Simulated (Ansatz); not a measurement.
# TiCo3H: the cost of one run

Program: Ansatz 0.2.0. Level of theory: DFT r2SCAN, scalar-relativistic, plane waves, PAW. These are calculated values, not measurements.

2 further runs of the same task are left out: 1 that didn't finish, 1 set aside as unsound or not needed.

## Step 1: Starting point

Symmetry: Pm-3m, No. 221, cubic system. Conventional cell: a = 3.586 Å, b = 3.586 Å, c = 3.586 Å, α = 90.00°, β = 90.00°, γ = 90.00°. Ti (site symmetry m-3m) is surrounded by 12 Co at 2.54 Å. Co (site symmetry 4/mmm) is surrounded by 4 Ti at 2.54 Å and 8 Co at 2.54 Å.

Structure file:

```
Ti Co
1.0
     3.58590    0.00000    0.00000
     0.00000    3.58590    0.00000
     0.00000    0.00000    3.58590
Ti Co
1 3
Direct
  0.00000 0.00000 0.00000
  0.00000 0.50000 0.50000
  0.50000 0.00000 0.50000
  0.50000 0.50000 0.00000
```

It is the result of an earlier relaxation at this level (volume 11.53 Å³/atom; gap on the mesh: none (metal), site moments up to 1.3 μB).

Reference energy of this cell: -17899.6960 eV (4 atoms, 10×10×10 mesh, zero smearing).

## Step 2: Next: 1 H put on empty site 1 in one host cell

The empty site lies 1.79 Å from the nearest host atom; the cell of 1 host cell is widened for the start only if the site is tight.

The cell holds 1 Ti, 3 Co, 1 H: a = 3.586 Å, b = 3.586 Å, c = 3.586 Å, α = 90.00°, β = 90.00°, γ = 90.00°.

## Step 3: Quick check of gap, pressure and forces

Input file input.yaml:

```yaml
crystal:
  lattice:
    - [3.5859000709, 0.0, 0.0]
    - [0.0, 3.5859000709, 0.0]
    - [0.0, 0.0, 3.5859000709]
  atoms:
    - { symbol: Ti, position: [0.0, 0.0, 0.0], spin: -0.71 }
    - { symbol: Co, position: [0.0, 0.5, 0.5], spin: 1.45 }
    - { symbol: Co, position: [0.5, 1.0, 0.5], spin: 1.45 }
    - { symbol: Co, position: [0.5, 0.5, 1.0], spin: 1.45 }
    - { symbol: H, position: [0.5, 0.5, 0.5] }
basis:
  ecutwfc: 500
kpoints:
  mp_grid: { grid: [6, 6, 6] }
hamiltonian:
  xc: r2scan
scf:
  occupations: { method: gaussian, width: 0.1 }
  lower_state_search: "off"
output:
  forces: true
  stress: true
  eigenvalues: true
  populations: true
magnetization:
  spin_polarized: true
```

Run with:

```
ansatz run input.yaml --threads 2 --pin off --max-ram 5120MiB --backend cpu --events-out ev --progress --plain --runs-dir out
```

What time and memory should one allow on 2 threads of Arm Neoverse V2, shared host?

About 12 s, with a peak of 0.47 GiB.
